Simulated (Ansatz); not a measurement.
I need Fermi-surface readings of ZnSn3, space group Fm-3m. Use Ansatz's Python interface. Level of theory: PBEsol, PAW, cutoff 550 eV, 5×5×5 k-points, Fermi-Dirac smearing of 0.1 eV.

```
CELL_PARAMETERS angstrom
0.00000 3.70069 3.70069
3.70069 0.00000 3.70069
3.70069 3.70069 0.00000
ATOMIC_POSITIONS crystal
Zn 0.00000 0.00000 0.00000
Sn 0.25000 0.25000 0.25000
Sn 0.75000 0.75000 0.75000
Sn 0.50000 0.50000 0.50000
```

`znsn3_fermi.py`
```python
import warnings

import ansatz as az

warnings.simplefilter('ignore', az.DeckWarning)

lattice = az.Lattice.of(
    (0.0, 3.700694, 3.700694),
    (3.700694, 0.0, 3.700694),
    (3.700694, 3.700694, 0.0),
)
sites = [
    ('Zn', (0.0, 0.0, 0.0)),
    ('Sn', (0.25, 0.25, 0.25)),
    ('Sn', (0.75, 0.75, 0.75)),
    ('Sn', (0.5, 0.5, 0.5)),
]
znsn3 = az.Crystal(lattice=lattice)
for symbol, position in sites:
    znsn3 = znsn3.atom(symbol, position)

calc = (
    znsn3.calculation()
    .functional('PBEsol')
    .basis(550)
    .kpoints(5, 5, 5)
    .occupations('fermi_dirac')
    .eigenstates(nscf_kmesh=(8, 8, 8), level_slopes=True)
)
surface = calc.run(threads=1, pin='off').fermi_surface().to_plain()
for way, reading in surface.items():
    if reading:
        rho_lambda = [f'{v:.3e}' for v in reading['resistivity_times_mean_free_path_ohm_m2']]
        print(f'{way:24s} area {reading["spin_summed_area_per_ang2"]:8.3f} 1/A^2  rho*lambda (ohm m^2) {rho_lambda}')
```

```console
$ python znsn3_fermi.py
by_tetrahedra            area   34.334 1/A^2  rho*lambda (ohm m^2) ['8.904e-16', '8.904e-16', '8.904e-16']
by_slopes                area   36.960 1/A^2  rho*lambda (ohm m^2) ['8.272e-16', '8.272e-16', '8.272e-16']
on_every_second_point    area   25.757 1/A^2  rho*lambda (ohm m^2) ['1.187e-15', '1.187e-15', '1.187e-15']
```

What to keep in mind:
- The mesh is modest for a metal, so energies can be off by several to tens of meV an atom and pressures by half a GPa or more; differences at equal mesh fare better.
- The structure comes from a database of computed cells and needn't be a stable or known phase.
- The three readings differ by the mesh error.
- Finished in 9.2 s on 1 thread of Arm Neoverse V1 (shared host), peak memory 0.45 GiB.

(Lines on the test bed's own set-up are left out of the output.)
